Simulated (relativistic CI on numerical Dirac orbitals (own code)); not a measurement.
**Ru⁴⁺: 3p photoemission multiplets**

Aim: the 3p photoemission spectrum of Ru⁴⁺ in 3 surroundings, from the same atomic integrals.

Program: relativistic CI on numerical Dirac orbitals (own code) version 1. Level of theory: Dirac-Coulomb-Breit CI, KLI orbitals optimised for each configuration, model QED (radiative potential, 1s self-energy scaled to tabulated hydrogen-like ionisation energies), valence Slater integrals scaled by 0.8, multiplet model of photoemission in the sudden approximation in a parametric crystal field. These are calculated values, not measurements, unless marked.

## (1) The system

```
ion            : Ru⁴⁺ (Ru V)
nuclear charge : 44
electrons      : 40
configurations : [Kr] 4d4 → [Ne] 3s2 3p5 3d10 4s2 4p6 4d4
temperature    : 300 K
widths         : Lorentz 2 eV, Gauss 0.6 eV
surrounding 1  : D3d, 10Dq = 24600, Dsigma = 240, Dtau = 150 cm⁻¹
surrounding 2  : D3d, 10Dq = 24600, Dsigma = 720, Dtau = 150 cm⁻¹
surrounding 3  : D3d, 10Dq = 24600, Dsigma = 1200, Dtau = 150 cm⁻¹
```

## (2) Surrounding 1: D3d, 10Dq = 24600, Dsigma = 240, Dtau = 150

Settings, as recorded:

```ini
atom Ru  Z=44  charge=4  electrons=40
nucleus A=102  rms_radius_fm=4.4809
hamiltonian dirac-coulomb  breit=on  qed=on  c_scale=1
orbitals kli  potential=per-configuration
slater_scale 0.8
correlation none
mixing on
configurations
  [Kr] 4d4
  [Ne] 3s2 3p5 3d10 4s2 4p6 4d4
end
photoemission 3p T=300 lorentz=2 gauss=0.6
crystal_field D3d 10Dq=24600 Dsigma=240 Dtau=150
```

The program writes no log. Results of the run, from its result record (rounded, main fields):

```text
{
  "status": "converged",
  "curve, one point in 4 above 2 % of the maximum [energy, intensity] [eV; 1/eV]": [
    [521.6, 0.003669],
    [522.4, 0.004543],
    [523.2, 0.005778],
    [524, 0.007603],
    [524.8, 0.01046],
    [525.6, 0.01528],
    [526.4, 0.02432],
    [527.2, 0.04367],
    [528, 0.08983],
    [528.8, 0.1651],
    [529.6, 0.162],
    [530.4, 0.09923],
    [531.2, 0.05161],
    [532, 0.0288],
    [532.8, 0.01853],
    [533.6, 0.01282],
    [534.4, 0.009156],
    [535.2, 0.006805],
    [536, 0.005298],
    [536.8, 0.00431],
    [537.6, 0.003633],
    [546.6, 0.004277],
    [547.4, 0.005523],
    [548.2, 0.007634],
    [549, 0.01152],
    [549.8, 0.01957],
    [550.6, 0.03867],
    [551.4, 0.07969],
    [552.2, 0.09573],
    [553, 0.05329],
    [553.8, 0.02565],
    [554.6, 0.01417],
    [555.4, 0.008892],
    [556.2, 0.006038],
    [557, 0.00437]
  ],
  "sticks, the strongest [energy, strength] [eV, share]": [
    [528.9, 0.00934],
    [528.97, 0.2325],
    [528.98, 0.0504],
    [529.09, 0.1335],
    [529.46, 0.01504],
    [529.76, 0.04077],
    [529.83, 0.01796],
    [530.02, 0.009593],
    [530.24, 0.017],
    [530.27, 0.01233],
    [551.82, 0.01478],
    [551.89, 0.0322],
    [551.97, 0.258],
    [552.03, 0.01006]
  ],
  "centroid [eV]": 536.875,
  "spread [eV]": 10.6947,
  "peak [eV]": 529.2,
  "ground_S": 1.04603,
  "radial 3p5 4d4 [Ha, bohr]": {"<r^-3>(3p)": 492.55, "<r^1>(3p)": 0.39859, "<r^2>(3p)": 0.18459, "<r^4>(3p)": 0.054911, "zeta(3p)": 0.55102, "<r^-3>(4d)": 8.8521, "<r^1>(4d)": 1.267, "<r^2>(4d)": 1.8561, "<r^4>(4d)": 5.5933, "F2(4d,4d)": 0.36519, "F4(4d,4d)": 0.24278, "F2(3p,4d)": 0.19556, "G1(3p,4d)": 0.042925, "G3(3p,4d)": 0.043497, "zeta(4d)": 0.0071658}
}
```

Run time: 1.1 s. Hardware: 1 thread, shared host.

## (3) Surrounding 2: D3d, 10Dq = 24600, Dsigma = 720, Dtau = 150

The settings differ from step 2 so:

```diff
@@ -12,2 +12,2 @@
 photoemission 3p T=300 lorentz=2 gauss=0.6
-crystal_field D3d 10Dq=24600 Dsigma=240 Dtau=150
+crystal_field D3d 10Dq=24600 Dsigma=720 Dtau=150
```

Results of the run:

```text
{
  "status": "converged",
  "curve, one point in 6 above 2 % of the maximum [energy, intensity] [eV; 1/eV]": [
    [521.6, 0.00365],
    [522.8, 0.005073],
    [524, 0.007545],
    [525.2, 0.01241],
    [526.4, 0.024],
    [527.6, 0.06069],
    [528.8, 0.1633],
    [530, 0.1334],
    [531.2, 0.05231],
    [532.4, 0.02284],
    [533.6, 0.01287],
    [534.8, 0.007867],
    [536, 0.005302],
    [537.2, 0.003944],
    [546.6, 0.00427],
    [547.8, 0.006418],
    [549, 0.01148],
    [550.2, 0.02688],
    [551.4, 0.07926],
    [552.6, 0.0761],
    [553.8, 0.02593],
    [555, 0.01113],
    [556.2, 0.006048],
    [557.4, 0.003797]
  ],
  "sticks, the strongest [energy, strength] [eV, share]": [
    [528.96, 0.1978],
    [528.99, 0.03152],
    [529.16, 0.1237],
    [529.8, 0.03885],
    [551.82, 0.03068],
    [551.87, 0.03191],
    [551.98, 0.2225],
    [552.06, 0.03185]
  ],
  "centroid [eV]": 536.892,
  "spread [eV]": 10.6853,
  "peak [eV]": 529.2,
  "ground_S": 1.034
}
```

Wall time 1.1 s (1 thread, shared host).

## (4) Surrounding 3: D3d, 10Dq = 24600, Dsigma = 1200, Dtau = 150

The settings differ from step 3 so:

```diff
@@ -12,2 +12,2 @@
 photoemission 3p T=300 lorentz=2 gauss=0.6
-crystal_field D3d 10Dq=24600 Dsigma=720 Dtau=150
+crystal_field D3d 10Dq=24600 Dsigma=1200 Dtau=150
```

Results of the run:

```text
{
  "status": "converged",
  "curve, one point in 6 above 2 % of the maximum [energy, intensity] [eV; 1/eV]": [
    [521.6, 0.003633],
    [522.8, 0.005044],
    [524, 0.007492],
    [525.2, 0.0123],
    [526.4, 0.02369],
    [527.6, 0.05959],
    [528.8, 0.1617],
    [530, 0.1353],
    [531.2, 0.05306],
    [532.4, 0.02309],
    [533.6, 0.01302],
    [534.8, 0.007914],
    [536, 0.005329],
    [537.2, 0.003962],
    [546.6, 0.004271],
    [547.8, 0.006418],
    [549, 0.01148],
    [550.2, 0.02688],
    [551.4, 0.07917],
    [552.6, 0.07607],
    [553.8, 0.02605],
    [555, 0.01116],
    [556.2, 0.006058],
    [557.4, 0.003802]
  ],
  "sticks, the strongest [energy, strength] [eV, share]": [
    [528.96, 0.2055],
    [529.07, 0.03345],
    [529.16, 0.03897],
    [529.24, 0.1158],
    [551.83, 0.04372],
    [551.86, 0.03071],
    [551.98, 0.1943],
    [552.08, 0.04849]
  ],
  "centroid [eV]": 536.904,
  "spread [eV]": 10.6791,
  "peak [eV]": 529.2,
  "ground_S": 1.02558
}
```

Wall time 1.1 s (1 thread, shared host).

## (5) Comparison

| surrounding | ground S | centroid (eV) | spread (eV) | up to four highest peaks (% of the highest), eV |
| --- | --- | --- | --- | --- |
| 1: D3d | 1.05 | 536.87 | 10.69 | 529.2 (100), 552.0 (56) |
| 2: D3d | 1.03 | 536.89 | 10.69 | 529.2 (100), 552.0 (56) |
| 3: D3d | 1.03 | 536.90 | 10.68 | 529.2 (100), 552.0 (55) |

## (6) Results

| quantity | value |
| --- | --- |
| highest peak, first run | 529.2 eV |
| ground spin (effective S from ⟨S²⟩) | 1.03 to 1.05 |

The highest peak stays in place, within the step of the energy grid, in all surroundings. Energies are those of the free ion without screening by ligands; binding energies in solids differ by tens of eV.
